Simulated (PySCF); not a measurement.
**A gas-phase reaction: CH3ClF2Si → ClF2Si + CH3**

Aim: the reaction energy of `C[Si](F)(F)Cl` → `F[Si](F)Cl` + `[CH3]`.

Computed with PySCF 2.14.0; each step states its level. No surroundings beyond the atoms listed, unless a continuum is named. Atoms count from 0, parts from 1.

### Step 1. Starting point

Each species was relaxed by itself at PBE0-D3(BJ)/def2-SVPD.

### Step 2. Energies of the species: wB97M-D3(BJ)/def2-TZVPD

Job settings and geometry (Å):

```
{"job": {"kind": "react", "xc": "wB97M-D3(BJ)", "basis": "def2-TZVPD"}, "charge": 0, "multiplicity": 1}
-1 CH3ClF2Si charge 0 multiplicity 1
C     -0.914780     0.199480    -0.016310
Si     0.888820    -0.133370     0.019450
F      1.350180    -0.728460     1.450670
F      1.304630    -1.246520    -1.077800
Cl     2.022690     1.533870    -0.343220
H     -1.208430     0.579770    -1.004480
H     -1.475850    -0.722320     0.192060
H     -1.173640     0.952570     0.740950

+1 ClF2Si charge 0 multiplicity 2
F      0.217360    -1.363700    -0.767840
Si    -0.400150    -0.224300     0.206980
F      0.719740     0.052840     1.346540
Cl    -0.673240     1.496750    -0.884290

+1 CH3 charge 0 multiplicity 2
C      0.008470     0.001740     0.005240
H      1.071530    -0.232900     0.007200
H     -0.726270    -0.801560     0.003280
H     -0.319860     1.039690     0.005420
```

Level: wB97M-D3(BJ)/def2-TZVPD reaction energy of separated species, gas phase.

Command:

```sh
OMP_NUM_THREADS=1 python cluster_run.py task.json out
```

One launch serves the whole session: the jobs run in the order shown.

**Question.** The jobs that follow are: PBE0-D3(BJ)/def2-TZVPD reaction energy of separated species, gas phase. Predict: reaction energy (wB97M-D3(BJ)/def2-TZVPD); ΔH, ΔG at 298 K (xTB thermal terms). Thermal terms come from harmonic xTB runs on each species.

The runs gave:

```
                                                quantity                    value
               reaction energy (wB97M-D3(BJ)/def2-TZVPD)           104.2 kcal/mol
                     ΔH, ΔG at 298 K (xTB thermal terms)   +100.3, +89.2 kcal/mol
range of the reaction energy over the runs of this table  100.1 to 104.2 kcal/mol
```

The reaction is endothermic by 100.3 kcal/mol in the gas phase; dispersion gives +1.95, and xTB itself gave 110.2 for the electronic energy (xTB energies and thermal terms come from the earlier relaxation of each species, not shown). No barrier was sought. The reaction energy runs from 100.1 (PBE0-D3(BJ)/def2-TZVPD) to 104.2 kcal/mol (wB97M-D3(BJ)/def2-TZVPD).
